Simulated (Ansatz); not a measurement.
**C₂H₈ClNSi: a ladder of functionals and wavefunction methods**

The task here is to estimate one member of a computed series from the others.

The runs use Ansatz 0.2.0, Gaussian basis; functionals in def2-TZVPP, the program's frozen cores in correlated methods.

Plan: PBE-D4, r2SCAN-D4, PBE0-D4, B3LYP-D4, ωB97X-V, ωB97M-V, B2PLYP; CCSD(T)/def2-TZVPP; MP2/def2-QZVPP; extrapolation to the limit.

### The relaxed structure

All runs share one geometry, relaxed beforehand with PBE0-D4 in a triple-zeta def2 set.

13 atoms, charge 0, spin multiplicity 1.

Atoms are counted from 1 here; the program's logs count them from 0.

Bond lengths: C1–C2 1.512 Å, C1–H6 1.092 Å, C1–H7 1.094 Å, C1–H8 1.092 Å, C2–Cl3 1.808 Å, C2–Si4 1.894 Å, C2–H9 1.093 Å, Si4–N5 1.710 Å, Si4–H10 1.484 Å, Si4–H11 1.490 Å, N5–H12 1.007 Å, N5–H13 1.006 Å. Angles: C2–C1–H6 111.0°, C2–C1–H7 109.5°, C2–C1–H8 111.6°, H6–C1–H7 108.2°, H6–C1–H8 108.1°, H7–C1–H8 108.3°, C1–C2–Cl3 110.0°, C1–C2–Si4 114.7°, C1–C2–H9 110.7°, Cl3–C2–Si4 105.6°, Cl3–C2–H9 105.0°, Si4–C2–H9 110.3°, C2–Si4–N5 114.1°, C2–Si4–H10 106.8°, C2–Si4–H11 107.7°, N5–Si4–H10 110.4°, N5–Si4–H11 107.0°, H10–Si4–H11 111.0° and more.

The first run:

Input file in.yaml:

```yaml
crystal:
  periodic: [false, false, false]
  atoms:
    - {symbol: C, position_ang: [-1.644936, 0.119184, -0.346552]}
    - {symbol: C, position_ang: [-0.420315, -0.726598, -0.613166]}
    - {symbol: Cl, position_ang: [0.277976, -0.310877, -2.227889]}
    - {symbol: Si, position_ang: [0.991122, -0.491477, 0.628478]}
    - {symbol: N, position_ang: [1.616644, 1.099217, 0.682022]}
    - {symbol: H, position_ang: [-1.384816, 1.178630, -0.292440]}
    - {symbol: H, position_ang: [-2.090513, -0.173175, 0.609367]}
    - {symbol: H, position_ang: [-2.397704, -0.006472, -1.127839]}
    - {symbol: H, position_ang: [-0.688870, -1.783489, -0.685572]}
    - {symbol: H, position_ang: [2.056762, -1.452810, 0.252024]}
    - {symbol: H, position_ang: [0.455275, -0.793490, 1.985053]}
    - {symbol: H, position_ang: [2.041837, 1.512201, -0.131809]}
    - {symbol: H, position_ang: [1.208037, 1.794257, 1.283120]}
basis:
  gaussian: {orbitals: def2-TZVPP}
hamiltonian: {xc: pbe, dispersion: d4}
output: {forces: true, orbitals: {seedname: orbitals}}
```

On the command line:

```
> ansatz run in.yaml --threads 4 --pin off --events-out ev --progress --plain --max-ram 10444MiB
```

Among the steps run: PBE-D4 (GGA); r2SCAN-D4 (meta-GGA); PBE0-D4 (hybrid); B3LYP-D4 (hybrid); ωB97X-V (range-separated); ωB97M-V (range-separated); B2PLYP (double hybrid); CCSD(T) in def2-TZVPP; MP2 in def2-QZVPP.

One of the session's tables, all rows but one given; the rest of the session is left out.

```
            method  atomisation energy (kcal/mol)
            PBE-D4                         1110.0
         r2SCAN-D4                         1094.8
           PBE0-D4                         1096.3
          B3LYP-D4                         1096.0
           ωB97X-V                         1100.5
           ωB97M-V                         1100.4
            B2PLYP                         1082.2
     HF/def2-TZVPP                          800.4
    MP2/def2-TZVPP                         1077.0
   CCSD/def2-TZVPP                              ?
CCSD(T)/def2-TZVPP                         1066.6
           MP2/CBS                         1107.0
       CCSD(T)/CBS                         1096.6
```

**Question.** Estimate the row for CCSD/def2-TZVPP.

**Answer.** atomisation energy (kcal/mol): 1052.1. In the column «atomisation energy (kcal/mol)» it lies between HF/def2-TZVPP (800.4) and CCSD(T)/def2-TZVPP (1066.6).

To keep in mind: Free atoms (2 C, 1 Cl, 1 Si, 1 N, 8 H) were run apart at each level; the atomisation energy is their sum less the molecule, without zero-point or spin-orbit terms.
